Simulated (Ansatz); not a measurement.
# Br− with Cl2: structure and interaction energy

How do Br− and Cl2 sit together, how strongly do they interact, and which methods get it right?

Program: Ansatz 0.2.0, Gaussian basis. Level of theory: PBE0-D4 structure, single points in def2-TZVPPD. These are calculated values, not measurements.

Levels: PBE-D4, revPBE-D4, BLYP-D4, r2SCAN-D4, B97M-V, PBE0-D4, B3LYP-D4, HSE06-D4, wB97X-V, wB97M-V, B2PLYP, Hartree-Fock, MP2, CCSD, CCSD(T). The reference is CCSD(T) extrapolated to the basis limit. For elements past Ar these valence bases correlate outer-core shells poorly and lack relativity, so that limit is rough.

Cores are frozen in the correlated methods. Filled d shells of the heavier atoms are correlated. B3LYP uses VWN-RPA correlation. B2PLYP carries no dispersion term here.

163 further runs of the same task are left out: 163 set aside as unsound or not needed.

## Step 1: Starting geometry

The pair, from a GFN2-xTB docking trial: 3 atoms, charge -1, spin multiplicity 1.

Atoms are counted from 1 here; the program's logs count them from 0.

Bond lengths: Br1–Cl3 2.188 Å.

Coordinates:

| atom | x (Å) | y (Å) | z (Å) |
| --- | --- | --- | --- |
| Br1 | 0.0476 | 0.6889 | -2.1659 |
| Cl2 | -0.0495 | -0.7154 | 2.2471 |
| Cl3 | 0.0018 | 0.0265 | -0.0811 |

Atoms 1 to 1 are fragment A (Br−), the rest fragment B (Cl2).

## Step 2: A first relaxation in a small basis

File pre/in.yaml:

```yaml
crystal:
  periodic: [false, false, false]
  atoms:
    - {symbol: Br, position_ang: [0.047600, 0.688900, -2.165900]}
    - {symbol: Cl, position_ang: [-0.049500, -0.715400, 2.247100]}
    - {symbol: Cl, position_ang: [0.001800, 0.026500, -0.081100]}
basis:
  gaussian: {orbitals: def2-SVPD}
total_charge: -1
hamiltonian: {xc: pbe, dispersion: d4}
relax: {f_tol: 0.03, max_steps: 250}
```

Started as:

```
$ ansatz run in.yaml --threads 2 --pin off --events-out ev --progress --plain --max-ram 5222MiB
```

After this run come: Relaxation at PBE0-D4; wB97X-V/def2-TZVPPD; wB97M-V/def2-TZVPPD; B2PLYP/def2-TZVPPD; B97M-V/def2-TZVPPD; CCSD(T)/def2-TZVPPD; MP2/def2-QZVPPD; Hartree-Fock/STO-3G; SPW92/def2-SVP; wB97M-V/def2-SVP; CCSD(T)/def2-SVP; Vibrations of the pair.

What does the calculation give? Wanted: interaction energy, CCSD(T)/CBS; of it Hartree-Fock; D4 term of PBE0-D4; shortest contact; lowest wavenumber.

As calculated:

| quantity | value |
| --- | --- |
| interaction energy, CCSD(T)/CBS | -150.85 kJ/mol |
| of it Hartree-Fock (basis limit) | -98.43 kJ/mol |
| D4 term of PBE0-D4 | -4.00 kJ/mol |
| shortest contact | Br1–Cl3 2.44 Å |
| lowest wavenumber | 146 cm⁻¹ |

**Reading.** The pair is bound by 150.85 kJ/mol at fixed fragment shapes. Hartree-Fock gives 65 % of it, so electrostatics and correlation both count. Among the functionals wB97M-V lands nearest to CCSD(T)/CBS (+0.14 kJ/mol) and PBE-D4 farthest (-44.91 kJ/mol). By rung, the mean size of the error is: GGA 35.11, meta-GGA 37.39, hybrid 26.57, screened hybrid 35.16, range-separated hybrid 0.50, double hybrid 10.47 kJ/mol. PBE-D4 gives an interaction energy 44.91 kJ/mol too low, an error of 30 % of the reference. CCSD(T) moves by -17.35 kJ/mol from triple zeta to the limit; gaps between functionals far smaller than that don't rank them. A lower arrangement may exist. The restricted Hartree–Fock reference is unstable towards an unrestricted one at one or more of these structures.
